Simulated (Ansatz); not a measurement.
# C2H8Al2F2: the cost of one run

Program: Ansatz 0.2.0, Gaussian basis. Level of theory: the settings change from run to run. These are calculated values, not measurements.

## 1. The geometry

The geometry comes from an earlier relaxation with PBE0-D4 in a triple-zeta def2 set; it is a stationary point, not always the lowest conformer.

14 atoms, charge 0, spin multiplicity 1.

Atoms are counted from 1 here; the program's logs count them from 0.

Bond lengths: C1–Al2 1.935 Å, C1–H7 1.094 Å, C1–H8 1.094 Å, C1–H9 1.094 Å, Al2–F3 1.832 Å, Al2–F6 1.832 Å, Al2–H10 1.577 Å, F3–Al4 1.832 Å, Al4–C5 1.935 Å, Al4–F6 1.832 Å, Al4–H11 1.577 Å, C5–H12 1.094 Å, C5–H13 1.094 Å, C5–H14 1.094 Å. Angles: Al2–C1–H7 111.3°, Al2–C1–H8 112.0°, Al2–C1–H9 111.3°, H7–C1–H8 107.5°, H7–C1–H9 106.9°, H8–C1–H9 107.5°, C1–Al2–F3 111.0°, C1–Al2–F6 111.0°, C1–Al2–H10 127.7°, F3–Al2–F6 80.4°, F3–Al2–H10 108.3°, F6–Al2–H10 108.4°, Al2–F3–Al4 99.6°, F3–Al4–C5 111.0°, F3–Al4–F6 80.4°, F3–Al4–H11 108.4°, C5–Al4–F6 110.9°, C5–Al4–H11 127.7° and more.

## 2. PBEsol/cc-pVTZ-DK

This run has charge +1, multiplicity 2, atoms shaken by 0.08 Å, high accuracy.

The input, in.yaml:

```yaml
crystal:
  periodic: [false, false, false]
  atoms:
    - {symbol: C, position_ang: [-1.146850, 1.534790, 2.214493]}
    - {symbol: Al, position_ang: [0.165139, 1.151882, 0.760477]}
    - {symbol: F, position_ang: [-0.607228, 0.776162, -0.660239]}
    - {symbol: Al, position_ang: [-0.186860, -1.130240, -0.787783]}
    - {symbol: C, position_ang: [1.031217, -1.435689, -2.331172]}
    - {symbol: F, position_ang: [0.448650, -0.650782, 0.851508]}
    - {symbol: H, position_ang: [-1.643279, 2.299627, 2.016012]}
    - {symbol: H, position_ang: [-2.010025, 0.754000, 2.118320]}
    - {symbol: H, position_ang: [-0.551851, 1.377451, 3.256661]}
    - {symbol: H, position_ang: [1.483611, 1.816714, 0.610281]}
    - {symbol: H, position_ang: [-1.397298, -1.843943, -0.513329]}
    - {symbol: H, position_ang: [1.660779, -2.632023, -1.962571]}
    - {symbol: H, position_ang: [0.687395, -1.518958, -3.101942]}
    - {symbol: H, position_ang: [2.007022, -0.843656, -2.114620]}
basis:
  gaussian: {orbitals: cc-pVTZ-DK}
total_charge: 1
magnetization: {spin_polarized: true, initial_magnetization: 1}
hamiltonian: {xc: {name: PBEsol}}
accuracy: high
```

Started as:

```
ansatz run in.yaml --threads 4 --pin off --events-out ev --progress --plain --max-ram 11315MiB
```

**Question.** How long does this run take on 4 threads of Intel Xeon 6975P-C, shared host, and how much memory does it need?

About 19 s, with a peak of 2.8 GiB.
